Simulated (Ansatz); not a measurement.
**Al3Ni5: random displacements**

This session takes Al3Ni5 and sets out to compute energies and forces of randomly disturbed cells.

Computed with Ansatz 0.2.0 (DFT PBEsol, scalar-relativistic, plane waves, PAW, unless a step's input says otherwise).

1 further run of the same task is left out (set aside as unsound or not needed). Runs told in other sessions of the task aren't counted.

## (1) The system as given

Symmetry: Cmmm, No. 65, orthorhombic system. The conventional cell has a = 6.587 Å, b = 7.384 Å, c = 3.720 Å, α = 90.00°, β = 90.00°, γ = 90.00°. Al (site symmetry mmm) has 8 Ni at 2.37 to 2.47 Å in its first shell of neighbours. Around Al (site symmetry m2m) lie 10 Ni at 2.44 to 2.54 Å and 2 Al at 2.78 Å. Around Ni (site symmetry mmm) lie 4 Al at 2.47 Å and 8 Ni at 2.47 to 2.60 Å. Around Ni (site symmetry 2/m) lie 6 Al at 2.47 to 2.49 Å and 6 Ni at 2.47 to 2.63 Å. Ni (site symmetry 2mm) is surrounded by 6 Al at 2.37 to 2.54 Å and 6 Ni at 2.60 to 2.63 Å.

Coordinates:

```cif
data_structure
_symmetry_space_group_name_H-M 'P 1'
_symmetry_Int_Tables_number 1
_cell_length_a 4.9474
_cell_length_b 4.9474
_cell_length_c 3.7204
_cell_angle_alpha 90.000
_cell_angle_beta 90.000
_cell_angle_gamma 96.532
_cell_volume 90.47
loop_
_atom_site_label
_atom_site_type_symbol
_atom_site_fract_x
_atom_site_fract_y
_atom_site_fract_z
_atom_site_occupancy
Al1 Al 0.50000 0.50000 0.00000 1
Al2 Al 0.77969 0.22031 0.50000 1
Al3 Al 0.22031 0.77969 0.50000 1
Ni1 Ni 0.00000 0.00000 0.00000 1
Ni2 Ni 0.00000 0.50000 0.00000 1
Ni3 Ni 0.50000 0.00000 0.00000 1
Ni4 Ni 0.27624 0.27624 0.50000 1
Ni5 Ni 0.72376 0.72376 0.50000 1
```

It goes back to an entry of the Materials Project, which need not be the stable form.

It is the result of an earlier relaxation at this level (volume 11.31 Å³/atom; gap on the mesh: none (metal)).

## (2) Zero of energy

The reference gives a free energy of -30603.1417 eV, pressure 0.03 GPa, largest force 0.003 eV/Å and gap on the mesh none (metal). It was computed beforehand with the settings of the runs below.

## (3) The scan: random displacements

All atoms are moved at random with no net shift, in some cells together with a random strain.

## (4) Point rms move = 0.085 Å

input.yaml

```yaml
crystal:
  lattice:
    - [3.2933322733, -3.6919375996, 0.0]
    - [3.2933322733, 3.6919375996, 0.0]
    - [0.0, 0.0, 3.7203545688]
  atoms:
    - { symbol: Al, position: [0.5031666385, 0.4991577663, 0.0217283478] }
    - { symbol: Al, position: [0.7876167867, 0.2011343299, 0.5079474747] }
    - { symbol: Al, position: [0.2107002529, 0.7834238599, 0.5108830109] }
    - { symbol: Ni, position: [-0.0033341005, 0.0040142301, -0.0018701835] }
    - { symbol: Ni, position: [0.0008325061, 0.4984341479, 0.0072826017] }
    - { symbol: Ni, position: [0.499723386, 0.0004653462, -0.0223696706] }
    - { symbol: Ni, position: [0.2614223969, 0.2764042667, 0.5039969148] }
    - { symbol: Ni, position: [0.7398721333, 0.7369660531, 0.4724015042] }
basis:
  ecutwfc: 420
kpoints:
  mp_grid: { grid: [8, 8, 10] }
hamiltonian:
  xc: pbesol
scf:
  occupations: { method: gaussian, width: 0.15 }
output:
  forces: true
  stress: true
  eigenvalues: true
```

Command:

```console
ansatz run input.yaml --threads 2 --pin off --max-ram 5120MiB --backend cpu --events-out ev --progress --plain --runs-dir out
```

## (5) rms move = 0.042 Å

input.yaml

```yaml
crystal:
  lattice:
    - [3.0996055537, -3.6212272174, -0.004337296]
    - [3.2028265444, 3.7133038062, 0.1157766777]
    - [0.0629444554, 0.0605192475, 3.7014775321]
  atoms:
    - { symbol: Al, position: [0.4998302822, 0.4962570512, -0.0006138178] }
    - { symbol: Al, position: [0.7797388089, 0.2316205416, 0.5115035225] }
    - { symbol: Al, position: [0.2198371318, 0.7761985685, 0.4955437022] }
    - { symbol: Ni, position: [0.0038020922, -0.0006175425, -0.0045948343] }
    - { symbol: Ni, position: [-0.0016162323, 0.4975251306, -0.0033590452] }
    - { symbol: Ni, position: [0.4941865513, 0.0058741956, -0.0096406412] }
    - { symbol: Ni, position: [0.2838481457, 0.2697728252, 0.5073901516] }
    - { symbol: Ni, position: [0.7203732202, 0.7233692299, 0.5037709622] }
basis:
  ecutwfc: 420
kpoints:
  mp_grid: { grid: [8, 8, 10] }
hamiltonian:
  xc: pbesol
scf:
  occupations: { method: gaussian, width: 0.15 }
output:
  forces: true
  stress: true
  eigenvalues: true
```

(Steps that only read results are left out.)

**Question.** What will these runs give?

**Answer**, as computed:

| quantity | value |
| --- | --- |
| costliest cell | 49.4 meV/atom at an rms move of 0.042 Å |

The cost runs from 44.0 to 49.4 meV/atom. Energy over the square of the rms move lies between 6.1 and 28.3 eV/Å² per atom; a harmonic solid under isotropic random moves would keep it roughly constant, while strain and close contacts change it. Spin polarisation is off in the runs that give these values; a magnetic solution could lie lower.
